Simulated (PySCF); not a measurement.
**A diatomic session: WO−**

Aim: find the lowest electronic state of WO−, scan its bond at several levels of theory, and get bond length, wavenumber and dissociation energy from each curve.

Computed with PySCF 2.14.0. Level: W def2-TZVPPD with ECP60, O def2-TZVPPD, scalar-relativistic core potentials.

2 further runs of the same task are left out: 2 set aside as unsound or not needed.

## 1. Input

A driver script around PySCF takes these settings:

```json
{"atoms": "W, O", "charge": "-1", "basis": "W def2-TZVPPD with ECP60, O def2-TZVPPD", "Hamiltonian": "scalar-relativistic core potentials", "basis functions": "99", "electrons treated": "23", "masses in u": "183.9509, 15.9949", "levels": "PBE0, PBE, r²SCAN, r²SCANh, MN15, B2PLYP, TPSSh, M06-2X, ωB97M-V, MP2, SCS-MP2, CCSD, CCSD(T)", "grid": "80 radial by 434 angular points", "occupations": "held fixed by the projection of orbital angular momentum", "dissociation limit": "W + O−, each in its ground configuration", "starting distance in angstrom": "1.985", "values of 2S to try": "1, 3, 5, 7"}
```

Run with:

```sh
$ OMP_NUM_THREADS=2 python dia.py task.json out
```

The runs that follow: First curve: PBE0; Excited determinants; PBE (GGA); r²SCAN (meta-GGA); r²SCANh (hybrid meta-GGA); MN15 (hybrid meta-GGA); B2PLYP; TPSSh; M06-2X (hybrid meta-GGA); ωB97M-V; MP2 and coupled cluster.

**Question.** What will these runs give? Wanted: for each run, Re; ωe; De; μ.

As calculated:

Lowest PBE0 solution found, without spin–orbit coupling: ⁴Π (quartet), unpaired electrons π ↑, δ ↑↑. State 2 has its PBE0 minimum 0.49 eV higher, as a spin-mixed determinant (⟨S²⟩ = 1.89), so this is no gap between pure states. State 3 has its PBE0 minimum 0.67 eV higher. The other levels ran on the lowest alone.

```tsv
level	Re (Å)	ωe (cm⁻¹)	De (eV)	μ (D)
ROHF-MP2	1.705	946	7.34	n/a
ROHF-SCS-MP2	1.711	924	7.01	n/a
ROHF-CCSD	1.715	927	6.41	n/a
ROHF-CCSD(T)	1.725	901	6.87	n/a
PBE	1.721	910	7.13	-0.80
r²SCAN	1.720	918	6.68	-0.44
TPSSh	1.719	920	6.72	-0.82
r²SCANh	1.716	926	6.52	-0.51
PBE0	1.708	937	6.64	-0.87
MN15	1.702	961	7.00	-1.01
M06-2X	1.710	943	6.41	-0.96
ωB97M-V	1.711	941	6.52	-1.24
B2PLYP	1.724	906	6.84	-1.30
```

De is counted to W + O− in their ground configurations. A positive dipole points from W to O; in an ion it is taken about the centre of mass and does not tell which atom is negative.

**Reading.** The methods spread over 0.023 Å in bond length, from MN15 to ROHF-CCSD(T). Of the levels with a De here, ROHF-CCSD gives the least (6.41 eV) and ROHF-MP2 the most (7.34 eV).

Correlated steps freeze 1 core orbital. These are scalar-relativistic numbers at best; spin–orbit coupling would shift them, the dissociation energy most. B2PLYP dipoles, levels and charges come from its SCF part alone. The state is the lowest single determinant that the PBE0 search found; with open d or f shells the true ground state can be another one. T1 is 0.039 near the minimum (highest on the curve 0.059), which may point to more than one leading configuration. With some functionals the highest level of the anion is positive, from self-interaction error or because the anion is truly unbound there; the finite basis then holds the extra electron, and no neutral molecule was run to test the binding. With spin–orbit coupling the term label itself may not hold.
